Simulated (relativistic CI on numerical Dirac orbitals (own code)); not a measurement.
# Nd³⁵⁺: how the levels respond to the fine-structure constant and the nuclear radius

Aim: the factor q = dE/dx of each excitation energy, x = (α/α0)² − 1, by finite differences, and the field-shift factor by the mean square nuclear radius, for the lowest 30 levels.

The numbers are computed with relativistic CI on numerical Dirac orbitals (own code) version 2 (Dirac-Coulomb-Breit CI, KLI orbitals optimised for each configuration, derivatives by finite differences), except any that are marked as measured or tabulated.

### 1 Starting point

```
ion                 : Nd³⁵⁺ (Nd XXXVI)
nuclear charge      : 60
electrons           : 25
isotope             : A = 142
first configuration : [Ar] 3d7
```

The outer shells:

[Ar] 3d7
```
[Ar] core
3d [↑↓][↑↓][↑ ][↑ ][↑ ]
```

### 2 The run

Input settings:

```ini
atom Nd  Z=60  charge=35  electrons=25
nucleus A=142  rms_radius_fm=4.9123
hamiltonian dirac-coulomb  breit=on  qed=off  c_scale=1
orbitals kli  potential=per-configuration
slater_scale 1
correlation none
mixing on
configurations
  [Ar] 3d7
  [Ne] 3s2 3p5 3d8
  [Ne] 3s2 3p4 3d9
  [Ne] 3s 3p6 3d8
  [Ne] 3p6 3d9
  [Ne] 3s 3p5 3d9
  [Ar] 3d6 4s
  [Ar] 3d6 4p
end
derivatives alpha2 +-0.01 radius +-1%
```

What does the calculation give? Wanted: lowest level; largest q in size, lowest 30 levels; largest K in size within the lowest configuration; largest field-shift factor among them.

As calculated:

```
                                         quantity                                                    value
                                     lowest level                                      3d7 [3d5/2^3] J=9/2
              largest q in size, lowest 30 levels                  561600 cm⁻¹ (3d7 [3d3/2 3d5/2^6] J=3/2)
largest K in size within the lowest configuration                                         2.22 (3d7 4F7/2)
            largest field-shift factor among them  12.5 GHz/fm² (3p5 3d8 [3p3/2^3 3d3/2^3 3d5/2^5] J=7/2°)
```

In words: Among these levels the largest q belongs to 3d7 [3d3/2 3d5/2^6] J=3/2, within the lowest configuration. K = 2q/E, the relative sensitivity of a level, hangs on the computed energy: between configurations that lie close it can be off by a factor of several.
